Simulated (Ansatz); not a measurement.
What does this script print? It uses Ansatz 0.2.0 through its Python package.

`bir.extxyz`
```text
2
Lattice="3.04210808 0.0 0.0 -1.52105404 2.63454288 0.0 0.0 0.0 2.70297231" Properties=species:S:1:pos:R:3 pbc="T T T"
B    -0.00000002    1.75636193    1.35148615
Ir    0.00000000    0.00000000    0.00000000
```

The script, `nc_paw_bir.py`:
```python
'''Norm-conserving against PAW potentials for BIr.'''

import ansatz as az
import numpy as np

config = {
    'xc': 'LDA',
    'k_length': 29,
}


def count_gap(report):
    # lowest empty less highest filled band, counting bands; zero where they overlap
    return max(report.get('gap_by_band_count_ev') or 0.0, 0.0)

structure = az.Crystal.from_extxyz('bir.extxyz')

base = (
    structure.calculation()
    .functional(config['xc'])
    .kpoints(length=config['k_length'])
    .occupations(az.OccupationsMethod.COLD)
    .stress()
    .forces()
    .band_table()
)
variants = {
    'PAW': base.pseudopotentials('paw'),
    'norm-conserving': base.pseudopotentials('nc'),
}
# totals differ by the cores that each treatment holds, so compare what does not depend on them
rows = []
for label, variant in variants.items():
    summary = variant.run(threads=1, backend='cpu').report
    levels = np.array(summary['eigenvalues_ev'][0]) - summary['fermi_energy_ev']
    print(label, 'levels at the first k-point near E_F:', np.round(levels[np.abs(levels) < 5], 3))
    rows.append((label, summary['n_electrons'], np.trace(summary['stress_gpa']) / 3, count_gap(summary)))
print('     treatment  electrons in bands           P GPa  gap by band count eV')
for row in rows:
    print(f'{str(row[0]):>14s}  {row[1]:18.1f}  {row[2]:14.3f}  {row[3]:20.3f}')
```

`python nc_paw_bir.py` gives:
```text
DeckWarning: basis.ecutwfc = 420 eV, auto-derived from the records' recommended cutoffs: set by B (normal level)
PAW levels at the first k-point near E_F: [-1.081 -1.081  2.602]
DeckWarning: basis.ecutwfc = 1034.032677 eV, auto-derived from the records' recommended cutoffs: set by B (normal level)
norm-conserving levels at the first k-point near E_F: [-1.076 -1.076  2.601]
     treatment  electrons in bands           P GPa  gap by band count eV
           PAW                20.0         -10.841                 0.000
norm-conserving                20.0         -11.067                 0.000
```
(Warnings from the package without file and line.)

PAW gives -10.841 GPa and norm-conserving -11.067 GPa, 0.23 GPa apart. They took 2.3 and 11.4 s of processor time.

Reading the output:
- Absolute energies stand on the zero of these potentials, so only differences at equal settings mean something. A total without «per atom» is that of the whole cell that was run.
- For a metal this k-point mesh is coarse: on a finer one energies can move by several to tens of meV an atom and pressures by half a GPa or more, differences at one mesh by less.
- A gap by band count of zero or less means overlapping bands, a metal.
- At these settings the cell as given stands under about -11 GPa, so it isn't at this functional's equilibrium volume.
- The structure comes from a database of computed cells and needn't be a stable or known phase.
- Levels are Kohn-Sham eigenvalues on this mesh, without spin-orbit coupling.
- Stress is positive in compression.
- Hardware and time: 14 s on 1 thread of Arm Neoverse V2, on a shared host, peak memory 0.42 GiB.
